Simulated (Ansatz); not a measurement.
# TePtSe3: the cost of one run

Computed with Ansatz 0.2.0 (DFT PBE, scalar-relativistic, plane waves, PAW, unless a step's input says otherwise).

**1. The structure to begin with**

Symmetry: R32, No. 155, trigonal system. The conventional cell has a = 7.224 Å, b = 7.224 Å, c = 8.615 Å, α = 90.00°, β = 90.00°, γ = 120.00°. Te (site symmetry 32) has 3 Se at 3.05 Å as nearest neighbours. Pt (site symmetry 32) has 6 Se at 2.59 Å as nearest neighbours. Around Se (site symmetry 2) lie 2 Pt at 2.59 Å.

As a file:

```xyz
5
Lattice="3.6121 2.0854 2.8717 -3.6121 2.0854 2.8717 0.0000 -4.1708 2.8717" Properties=species:S:1:pos:R:3 pbc="T T T"
Te    0.0000    0.0000    4.3076
Pt    0.0000    0.0000    0.0000
Se   -1.5242   -2.6399    4.3076
Se    3.0483    0.0000    4.3076
Se   -1.5242    2.6399    4.3076
```

A structure generator made this guess: species swapped into a database cell of Ag3SI (R32, No. 155), with Se on the Ag sites, Pt on the S sites and Te on the I sites. The dimensions are guesses.

**2. A first look at the guess**

The input, input.yaml:

```yaml
crystal:
  lattice:
    - [3.61205612, 2.08542158, 2.8717453]
    - [-3.61205612, 2.08542158, 2.8717453]
    - [0.0, -4.17084315, 2.8717453]
  atoms:
    - { symbol: Te, position: [0.5, 0.5, 0.5] }
    - { symbol: Pt, position: [0.0, 0.0, 0.0] }
    - { symbol: Se, position: [0.07803399, 0.5, 0.92196601] }
    - { symbol: Se, position: [0.92196601, 0.07803399, 0.5] }
    - { symbol: Se, position: [0.5, 0.92196601, 0.07803399] }
basis:
  ecutwfc: 420
kpoints:
  mp_grid: { grid: [3, 3, 3] }
hamiltonian:
  xc: pbe
scf:
  occupations: { method: gaussian, width: 0.1 }
  lower_state_search: "off"
output:
  forces: true
  stress: true
  eigenvalues: true
```

Launch:

```bash
> ansatz run input.yaml --threads 1 --pin off --max-ram 2560MiB --backend cpu --events-out ev --progress --plain --runs-dir out
```

Q: Estimate wall time and peak memory on 1 thread of Intel Xeon 6975P-C (Granite Rapids), shared host.

About 1.9 s, with a peak of 0.42 GiB.
